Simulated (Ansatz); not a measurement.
# H2OF radical (built from SMILES F.[OH]): a barrier at many levels of theory

Aim: the barrier and energy of one elementary step (H1–O3 formed, H1–F2 broken) from LDA up to coupled cluster, on fixed structures, to see where each rung fails.

The runs use Ansatz 0.2.0, Gaussian basis; single points in def2-TZVPP on PBE0-D4/def2-TZVP structures.

Levels: SPW92, PBE-D4, BLYP-D4, r2SCAN-D4, B97M-V, PBE0-D4, B3LYP-D4, r2SCAN0-D4, BHLYP-D4, CAM-B3LYP-D4, wB97X-V, wB97M-V, B2PLYP, PBE-QIDH, RPA on PBE, Hartree-Fock, MP2, CCSD, CCSD(T). The reference is CCSD(T) at the basis limit, from triple and quadruple zeta. Zero-point energies come from PBE0-D4 vibrations.

Cores are frozen in the correlated methods. Orbitals are unrestricted. B3LYP uses VWN-RPA correlation. B2PLYP carries no dispersion term here.

78 further runs of the same task are left out: 78 set aside as unsound or not needed.

### Step 1. The three structures

Charge 0, multiplicity 2. The folders r, ts and p hold the start, the saddle and the end; their coordinates stand in the first inputs.

| pair | r (Å) | ts (Å) | p (Å) |
| --- | --- | --- | --- |
| H1–O3 | 1.772 | 1.036 | 0.964 |
| H1–F2 | 0.934 | 1.304 | 2.110 |

### Step 2. SPW92/def2-TZVPP

Contents of r/in.yaml:

```yaml
crystal:
  periodic: [false, false, false]
  atoms:
    - {symbol: H, position_ang: [-0.713175, 0.321947, -0.006472]}
    - {symbol: F, position_ang: [-1.301037, 1.036142, -0.136932]}
    - {symbol: O, position_ang: [0.575883, -0.880171, 0.178076]}
    - {symbol: H, position_ang: [1.438229, -0.477916, -0.034672]}
basis:
  gaussian: {orbitals: def2-TZVPP}
magnetization: {spin_polarized: true, initial_magnetization: 1}
hamiltonian: {xc: lda}
```

Contents of ts/in.yaml:

```yaml
crystal:
  periodic: [false, false, false]
  atoms:
    - {symbol: H, position_ang: [-0.490941, -0.172418, -0.185804]}
    - {symbol: F, position_ang: [-0.909826, 1.044876, 0.020669]}
    - {symbol: O, position_ang: [0.308719, -0.662374, 0.254865]}
    - {symbol: H, position_ang: [1.091948, -0.210085, -0.089729]}
basis:
  gaussian: {orbitals: def2-TZVPP}
magnetization: {spin_polarized: true, initial_magnetization: 1}
hamiltonian: {xc: lda}
```

Contents of p/in.yaml:

```yaml
crystal:
  periodic: [false, false, false]
  atoms:
    - {symbol: H, position_ang: [-0.410701, -0.730681, -0.381090]}
    - {symbol: F, position_ang: [-0.724329, 1.286189, 0.152070]}
    - {symbol: O, position_ang: [0.219006, -0.537576, 0.322906]}
    - {symbol: H, position_ang: [0.915924, -0.017931, -0.093885]}
basis:
  gaussian: {orbitals: def2-TZVPP}
magnetization: {spin_polarized: true, initial_magnetization: 1}
hamiltonian: {xc: lda}
```

Each run has its own folder and the same command.

Run with:

```sh
$ ansatz run in.yaml --threads 2 --pin off --events-out ev --progress --plain --max-ram 4352MiB
```

Further steps of the session: PBE-D4/def2-TZVPP; BLYP-D4/def2-TZVPP; r2SCAN-D4/def2-TZVPP; B97M-V/def2-TZVPP; PBE0-D4/def2-TZVPP; B3LYP-D4/def2-TZVPP; r2SCAN0-D4/def2-TZVPP; BHLYP-D4/def2-TZVPP; CAM-B3LYP-D4/def2-TZVPP; wB97X-V/def2-TZVPP; wB97M-V/def2-TZVPP; B2PLYP/def2-TZVPP; PBE-QIDH/def2-TZVPP; RPA on PBE/def2-TZVPP; CCSD(T)/def2-TZVPP; MP2/def2-QZVPP; Vibrations of the start structure; Vibrations of the end structure.

**Question.** What will these runs give? Wanted: barrier, CCSD(T)/CBS; reverse barrier, CCSD(T)/CBS; step energy, CCSD(T)/CBS; barrier with zero-point energy; step energy with zero-point energy; imaginary mode at the saddle; largest T1 diagnostic.

**Answer**, as computed:

```
                          quantity      value
              barrier, CCSD(T)/CBS   1.093 eV
      reverse barrier, CCSD(T)/CBS   0.260 eV
          step energy, CCSD(T)/CBS  +0.832 eV
    barrier with zero-point energy   1.062 eV
step energy with zero-point energy  +0.913 eV
      imaginary mode at the saddle  848i cm⁻¹
             largest T1 diagnostic      0.056
```

The functionals run from BHLYP-D4, off by -0.011 eV, to SPW92, off by -1.223 eV, against CCSD(T)/CBS. By rung, the mean size of the error is: LDA 1.223, GGA 0.906, meta-GGA 0.602, hybrid 0.318, range-separated hybrid 0.343, double hybrid 0.152 eV. PBE-D4 gives a barrier 0.928 eV too low, outside chemical accuracy (1 kcal/mol, 0.043 eV). Every functional without exact exchange puts the barrier too low, the usual mark of self-interaction error, which favours the spread-out density of a saddle. The barrier rises with the share of exact exchange, from BLYP-D4 through B3LYP-D4 to BHLYP-D4 (-0.883, -0.526, -0.011 eV). Hartree-Fock, with no correlation, is off by +0.639 eV. Zero-point motion lowers the barrier by 0.030 eV. The T1 diagnostic is large here, over the usual mark for main-group molecules (transition-metal compounds often pass it harmlessly), so CCSD(T) itself may be off.
